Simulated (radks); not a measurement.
# Ionisation energy and size from Lu to Hg, part 2 of 2

How do ionisation energy and radius run along this set of elements? Each needs two runs, the species and its ion; the difference of their energies is the Δ-SCF value.

The radial solver radks; Dirac Kohn-Sham, BLYP, spin-unpolarised, spherical densities, finite nucleus; open shells are shared between the two j in proportion to 2j + 1. In the logs a row gives level, spin channel, occupation and eigenvalue; Etot, Ekin, Encl (electron-nucleus), Eh (Hartree) and Exc are energies, all in hartree; err is the last residual, it the number of iterations. Earlier steps stand in the parts before.

## (18) Au, [Xe] 4f14 5d10 6s1

Input:

```text
Z 79
configuration [Xe] 4f14 5d10 6s1
relativity Dirac
functional b88,lyp
spin unpolarised
j_filling average
nucleus finite rms 5.4371 fm
c 137.035999084
```

The log of the run:

```text
1s1/2   1   2.0000       -2962.62918295
2s1/2   1   2.0000        -522.34477784
2p1/2   1   2.0000        -501.07989041
2p3/2   1   4.0000        -433.60815986
3s1/2   1   2.0000        -123.26544847
3p1/2   1   2.0000        -113.66371064
3p3/2   1   4.0000         -98.77582387
3d3/2   1   4.0000         -82.76592037
3d5/2   1   6.0000         -79.56558277
4s1/2   1   2.0000         -26.74020088
4p1/2   1   2.0000         -22.63840996
4p3/2   1   4.0000         -19.06675646
4d3/2   1   4.0000         -12.33976125
4d5/2   1   6.0000         -11.67464495
4f5/2   1   6.0000          -3.04776761
4f7/2   1   8.0000          -2.90768309
5s1/2   1   2.0000          -3.96975220
5p1/2   1   2.0000          -2.63812024
5p3/2   1   4.0000          -2.03031820
5d3/2   1   4.0000          -0.28399966
5d5/2   1   6.0000          -0.22794929
6s1/2   1   1.0000          -0.21265191
Etot -19044.822567979565
Ekin 21865.06874047876
Encl -47956.281941879875
Eh 7412.841297688152
Exc -366.45066426660185
err 1.5178393847589072e-08
it 15
```

The top filled level is 6s1/2, -5.787 eV.

## (19) Au⁺, [Xe] 4f14 5d10

Changes since step 18:

```diff
@@ -1,3 +1,3 @@
 Z 79
-configuration [Xe] 4f14 5d10 6s1
+configuration [Xe] 4f14 5d10
 relativity Dirac
```

The log of the run:

```text
1s1/2   1   2.0000       -2962.94351690
2s1/2   1   2.0000        -522.65578618
2p1/2   1   2.0000        -501.39115698
2p3/2   1   4.0000        -433.91917604
3s1/2   1   2.0000        -123.57699920
3p1/2   1   2.0000        -113.97524017
3p3/2   1   4.0000         -99.08739001
3d3/2   1   4.0000         -83.07719679
3d5/2   1   6.0000         -79.87688776
4s1/2   1   2.0000         -27.05220206
4p1/2   1   2.0000         -22.95039624
4p3/2   1   4.0000         -19.37874999
4d3/2   1   4.0000         -12.65166686
4d5/2   1   6.0000         -11.98654788
4f5/2   1   6.0000          -3.35973529
4f7/2   1   8.0000          -3.21966055
5s1/2   1   2.0000          -4.28316023
5p1/2   1   2.0000          -2.95237767
5p3/2   1   4.0000          -2.34557712
5d3/2   1   4.0000          -0.59593611
5d5/2   1   6.0000          -0.53841193
Etot -19044.474294671938
Ekin 21864.516637741348
Encl -47931.061426313085
Eh 7388.315409810677
Exc -366.24491591087633
err 1.2177567677865187e-08
it 15
```

Ionisation energy of Au: 9.477 eV.

## (20) Hg, [Hg]

Input:

```text
Z 80
configuration [Hg]
relativity Dirac
functional b88,lyp
spin unpolarised
j_filling average
nucleus finite rms 5.4648 fm
c 137.035999084
```

The log of the run:

```text
1s1/2   1   2.0000       -3050.33230365
2s1/2   1   2.0000        -540.21497185
2p1/2   1   2.0000        -518.50192930
2p3/2   1   4.0000        -446.90975359
3s1/2   1   2.0000        -128.17084558
3p1/2   1   2.0000        -118.34768947
3p3/2   1   4.0000        -102.49106393
3d3/2   1   4.0000         -86.15523461
3d5/2   1   6.0000         -82.75707555
4s1/2   1   2.0000         -28.16475106
4p1/2   1   2.0000         -23.94606610
4p3/2   1   4.0000         -20.11589196
4d3/2   1   4.0000         -13.20393599
4d5/2   1   6.0000         -12.48990095
4f5/2   1   6.0000          -3.59449033
4f7/2   1   8.0000          -3.44038588
5s1/2   1   2.0000          -4.32678485
5p1/2   1   2.0000          -2.93255432
5p3/2   1   4.0000          -2.25879927
5d3/2   1   4.0000          -0.39855431
5d5/2   1   6.0000          -0.33107981
6s1/2   1   2.0000          -0.24970919
Etot -19658.404479663393
Ekin 22663.421243151977
Encl -49581.032313018484
Eh 7633.8958792002295
Exc -374.6892889971161
err 8.29868928145491e-09
it 15
```

6s1/2 is the highest filled level (-6.795 eV).

## (21) Hg⁺, [Xe] 4f14 5d10 6s1

Changes since step 20:

```diff
@@ -1,3 +1,3 @@
 Z 80
-configuration [Hg]
+configuration [Xe] 4f14 5d10 6s1
 relativity Dirac
```

The log of the run:

```text
1s1/2   1   2.0000       -3050.66751091
2s1/2   1   2.0000        -540.54713172
2p1/2   1   2.0000        -518.83433147
2p3/2   1   4.0000        -447.24191577
3s1/2   1   2.0000        -128.50339050
3p1/2   1   2.0000        -118.68022078
3p3/2   1   4.0000        -102.82362078
3d3/2   1   4.0000         -86.48754649
3d5/2   1   6.0000         -83.08941053
4s1/2   1   2.0000         -28.49764889
4p1/2   1   2.0000         -24.27895056
4p3/2   1   4.0000         -20.44877699
4d3/2   1   4.0000         -13.53674180
4d5/2   1   6.0000         -12.82270221
4f5/2   1   6.0000          -3.92731657
4f7/2   1   8.0000          -3.77321674
5s1/2   1   2.0000          -4.66050201
5p1/2   1   2.0000          -3.26677609
5p3/2   1   4.0000          -2.59359643
5d3/2   1   4.0000          -0.72941166
5d5/2   1   6.0000          -0.66058094
6s1/2   1   1.0000          -0.54230019
Etot -19658.011243975277
Ekin 22662.83235313505
Encl -49553.84551522252
Eh 7607.452024710159
Exc -374.4501065979642
err 1.1708999778916758e-08
it 15
```

Ionisation energy of Hg: 10.700 eV.

## (22) All runs together

The summary covers parts 1 to 2.

| species | configuration | Δ-SCF (eV) | NIST (eV) | −ε(HOMO) (eV) | its level | widest level | its <r> (bohr) |
| --- | --- | --- | --- | --- | --- | --- | --- |
| Lu | [Xe] 4f14 5d1 6s2 | 5.154 | 5.426 (exp.) | 1.508 | 5d5/2 | 6s1/2 | 3.64 |
| Hf | [Xe] 4f14 5d2 6s2 | 6.380 | 6.825 (exp.) | 2.387 | 5d5/2 | 6s1/2 | 3.45 |
| Ta | [Xe] 4f14 5d3 6s2 | 8.394 | 7.550 (exp.) | 3.231 | 5d5/2 | 6s1/2 | 3.31 |
| W | [Xe] 4f14 5d4 6s2 | 8.816 | 7.864 (exp.) | 4.061 | 5d5/2 | 6s1/2 | 3.19 |
| Re | [Xe] 4f14 5d5 6s2 | 9.191 | 7.834 (exp.) | 4.886 | 5d5/2 | 6s1/2 | 3.08 |
| Os | [Xe] 4f14 5d6 6s2 | 9.533 | 8.438 (exp.) | 5.708 | 5d5/2 | 6s1/2 | 2.99 |
| Ir | [Xe] 4f14 5d7 6s2 | 9.850 | 8.967 (exp.) | 6.262 | 6s1/2 | 6s1/2 | 2.91 |
| Pt | [Xe] 4f14 5d9 6s1 | 9.249 | 8.959 (exp.) | 5.541 | 5d5/2 | 6s1/2 | 2.94 |
| Au | [Xe] 4f14 5d10 6s1 | 9.477 | 9.226 (exp.) | 5.787 | 6s1/2 | 6s1/2 | 2.88 |
| Hg | [Hg] | 10.700 | 10.438 (exp.) | 6.795 | 6s1/2 | 6s1/2 | 2.71 |

Reference values: NIST Atomic Spectra Database (exp. measured, semi-emp. semi-empirical, theory a theoretical value adopted there). By these runs, which need not match the measured order, Hg holds its electron most tightly (10.700 eV) and Lu least (5.154 eV); the widest outer orbital is the 6s1/2 of Lu. The Δ-SCF values miss the measured or semi-empirical entries by +6.0 % in the signed mean; the largest miss is +17.3 % (Re). For Lu, Hf, Ta, W, Re, Os, Pt the highest level isn't the widest one, so −ε(HOMO) and <r> belong to different orbitals, and Δ-SCF follows the ion's typed configuration. Spin polarisation and multiplet splitting are left out, so open shells lie too high by an amount that depends on their filling. Sharing an open shell by 2j + 1 raises it above the true ground level by a part of the spin-orbit splitting, which enters the differences from NIST.
